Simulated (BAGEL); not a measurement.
# GeSiH5Cl (SMILES Cl[SiH2][GeH3]) at HF/STO-3G (density fitting with qzvpp-jkfit)

Aim: the vertical ionisation energy of GeSiH5Cl at HF/STO-3G (density fitting with qzvpp-jkfit), from 2 runs. 

The calculation is run with BAGEL 1.2.2.

## (1) Starting point

GeSiH5Cl: 8 atoms, total charge 0, spin state singlet. SMILES: `Cl[SiH2][GeH3]`. The shape is that of a PBE0-D4/def2-TZVP optimisation.

Bond lengths: Cl1–Si2 2.062 Å, Si2–Ge3 2.377 Å, Si2–H4 1.484 Å, Si2–H5 1.484 Å, Ge3–H6 1.536 Å, Ge3–H7 1.538 Å, Ge3–H8 1.536 Å. Some angles: Cl1–Si2–Ge3 109.1°, Cl1–Si2–H4 107.8°, Cl1–Si2–H5 107.8°, Ge3–Si2–H4 111.5°, Ge3–Si2–H5 111.5°, Si2–Ge3–H6 110.0°, Si2–Ge3–H7 109.9°, Si2–Ge3–H8 110.0°, H4–Si2–H5 109.1°, H6–Ge3–H7 108.9°.

## (2) A single-point energy at HF/STO-3G (density fitting with qzvpp-jkfit)

Contents of calc.json:

```json
{ "bagel": [

{
  "title": "molecule",
  "basis": "sto-3g",
  "df_basis": "qzvpp-jkfit",
  "angstrom": true,
  "geometry": [
    { "atom": "Cl", "xyz": [      -2.290300,       1.217200,      -0.310600 ] },
    { "atom": "Si", "xyz": [      -0.414100,       0.602600,      -0.906900 ] },
    { "atom": "Ge", "xyz": [       0.581500,      -0.662200,       0.842700 ] },
    { "atom": "H", "xyz": [      -0.573600,      -0.206400,      -2.140800 ] },
    { "atom": "H", "xyz": [       0.380700,       1.815700,      -1.222200 ] },
    { "atom": "H", "xyz": [       0.711200,       0.201700,       2.106100 ] },
    { "atom": "H", "xyz": [       1.981500,      -1.135500,       0.415600 ] },
    { "atom": "H", "xyz": [      -0.284600,      -1.890300,       1.160200 ] }
  ]
},

{
  "title": "hf"
},

{
  "title": "print",
  "file": "orbitals.molden",
  "orbitals": true
}

]}
```

Launch:

```bash
$ BAGEL_NUM_THREADS=1 BAGEL calc.json > calc.out
```

The program printed:

```text
* using 1 threads per process

  ===============================================================
  ===============================================================

  *** Geometry ***

  { "atom" : "Cl", "xyz" : [     -4.328040,      2.300175,     -0.586949 ] },
  { "atom" : "Si", "xyz" : [     -0.782536,      1.138749,     -1.713793 ] },
  { "atom" : "Ge", "xyz" : [      1.098876,     -1.251377,      1.592472 ] },
  { "atom" : "H", "xyz" : [     -1.083947,     -0.390039,     -4.045526 ] },
  { "atom" : "H", "xyz" : [      0.719419,      3.431176,     -2.309623 ] },
  { "atom" : "H", "xyz" : [      1.343973,      0.381158,      3.979952 ] },
  { "atom" : "H", "xyz" : [      3.744492,     -2.145784,      0.785370 ] },
  { "atom" : "H", "xyz" : [     -0.537816,     -3.572149,      2.192460 ] },

  Number of auxiliary basis functions:      612

  Since a DF basis is specified, we compute 2- and 3-index integrals:
    o Being stored without compression. Storage requirement is 0.008 GB

  Number of basis functions:       41
  Number of electrons      :       68

    * METHOD: MOLECULE                             0.34

  *** RHF ***

  === Nuclear Repulsion ===
   314.9086464982

      * DIIS with orbital gradients will be used.

  === RHF iteration (sto-3g) ===
      0      -2794.88700233          0.00646369           0.08
      1      -2794.92732951          0.00123849           0.07
      2      -2794.92876784          0.00032613           0.07
      3      -2794.92890896          0.00003667           0.07
      4      -2794.92891079          0.00000592           0.07
      5      -2794.92891083          0.00000065           0.07
      6      -2794.92891084          0.00000011           0.07
      7      -2794.92891084          0.00000002           0.07
      8      -2794.92891084          0.00000001           0.07
    * SCF iteration converged.

    * Permanent dipole moment:
           (   -1.077395,     0.398471,     0.242248) a.u.

    * METHOD: HF                                   0.85

    * METHOD: PRINT                                0.00

  ===============================================================
```

Wall time 1.4 s (1 thread of Arm Neoverse V1, shared host); peak memory 0.092 GiB.

## (3) The doublet cation

Contents of calc.json:

```json
{ "bagel": [

{
  "title": "molecule",
  "basis": "sto-3g",
  "df_basis": "qzvpp-jkfit",
  "angstrom": true,
  "geometry": [
    { "atom": "Cl", "xyz": [   -2.290300,    1.217200,   -0.310600 ] },
    { "atom": "Si", "xyz": [   -0.414100,    0.602600,   -0.906900 ] },
    { "atom": "Ge", "xyz": [    0.581500,   -0.662200,    0.842700 ] },
    { "atom": "H", "xyz": [   -0.573600,   -0.206400,   -2.140800 ] },
    { "atom": "H", "xyz": [    0.380700,    1.815700,   -1.222200 ] },
    { "atom": "H", "xyz": [    0.711200,    0.201700,    2.106100 ] },
    { "atom": "H", "xyz": [    1.981500,   -1.135500,    0.415600 ] },
    { "atom": "H", "xyz": [   -0.284600,   -1.890300,    1.160200 ] }
  ]
},
{ "title": "uhf", "charge": 1, "nopen": 1 },
{ "title": "print", "file": "orbitals.molden", "orbitals": true }

]}
```

Launch:

```bash
$ BAGEL_NUM_THREADS=1 BAGEL calc.json > calc.out
```

The program printed:

```text
* using 1 threads per process

  ===============================================================
  ===============================================================

  *** Geometry ***

  { "atom" : "Cl", "xyz" : [     -4.328040,      2.300175,     -0.586949 ] },
  { "atom" : "Si", "xyz" : [     -0.782536,      1.138749,     -1.713793 ] },
  { "atom" : "Ge", "xyz" : [      1.098876,     -1.251377,      1.592472 ] },
  { "atom" : "H", "xyz" : [     -1.083947,     -0.390039,     -4.045526 ] },
  { "atom" : "H", "xyz" : [      0.719419,      3.431176,     -2.309623 ] },
  { "atom" : "H", "xyz" : [      1.343973,      0.381158,      3.979952 ] },
  { "atom" : "H", "xyz" : [      3.744492,     -2.145784,      0.785370 ] },
  { "atom" : "H", "xyz" : [     -0.537816,     -3.572149,      2.192460 ] },

  Number of auxiliary basis functions:      612

  Since a DF basis is specified, we compute 2- and 3-index integrals:
    o Being stored without compression. Storage requirement is 0.008 GB

  Number of basis functions:       41
  Number of electrons      :       68

    * METHOD: MOLECULE                             0.34

  *** Open-shell HF ***

  === Nuclear Repulsion ===
   314.9086464982

      * DIIS with orbital gradients will be used.

  === UHF iteration (sto-3g) ===
      0      -2794.51125814          0.02011794           0.14
      1      -2794.60579622          0.00520888           0.14
      2      -2794.61141058          0.00132785           0.14
      3      -2794.61218664          0.00070500           0.14
      4      -2794.61274412          0.00051510           0.14
      5      -2794.61359300          0.00030359           0.14
      6      -2794.61391444          0.00021441           0.14
      7      -2794.61405345          0.00016016           0.14
      8      -2794.61417873          0.00010162           0.14
      9      -2794.61425201          0.00005154           0.14
     10      -2794.61426541          0.00001921           0.14
     11      -2794.61426713          0.00000994           0.14
     12      -2794.61426742          0.00000531           0.14
     13      -2794.61426753          0.00000295           0.14
     14      -2794.61426756          0.00000084           0.14
     15      -2794.61426756          0.00000037           0.14
     16      -2794.61426756          0.00000013           0.14
     17      -2794.61426756          0.00000008           0.14
     18      -2794.61426756          0.00000007           0.14
     19      -2794.61426756          0.00000003           0.14
     20      -2794.61426756          0.00000002           0.14
     21      -2794.61426756          0.00000001           0.14
     22      -2794.61426756          0.00000001           0.14
    * SCF iteration converged.

    * S^2 (UHF) is 0.7595

    * Permanent dipole moment:
           (   -0.386741,    -0.172803,     0.782127) a.u.

    * METHOD: UHF                                  3.43

    * METHOD: PRINT                                0.00

  ===============================================================
```

Run time: 4.2 s. Hardware: 1 thread of Arm Neoverse V1, shared host; peak memory 0.092 GiB.

## (4) Outcome

At HF/STO-3G (density fitting with qzvpp-jkfit):

```
                                          quantity           value
                    singlet GeSiH5Cl: total energy  -2794.92891 Eh
                   singlet GeSiH5Cl: dipole moment          2.98 D
                     singlet GeSiH5Cl: HOMO energy        -8.95 eV
                     singlet GeSiH5Cl: LUMO energy         8.96 eV
                   singlet GeSiH5Cl: HOMO–LUMO gap        17.91 eV
                      doublet cation: total energy  -2794.61427 Eh
                              doublet cation: ⟨S²⟩           0.759
vertical ionisation energy (to the doublet cation)        8.562 eV
```

What this shows: The vertical ionisation energy comes to 8.56 eV (197 kcal/mol). −ε(HOMO) before ionisation, 8.95 eV, is 0.39 eV above this ionisation energy. In a minimal basis such a difference can be off by several eV, whatever the method.
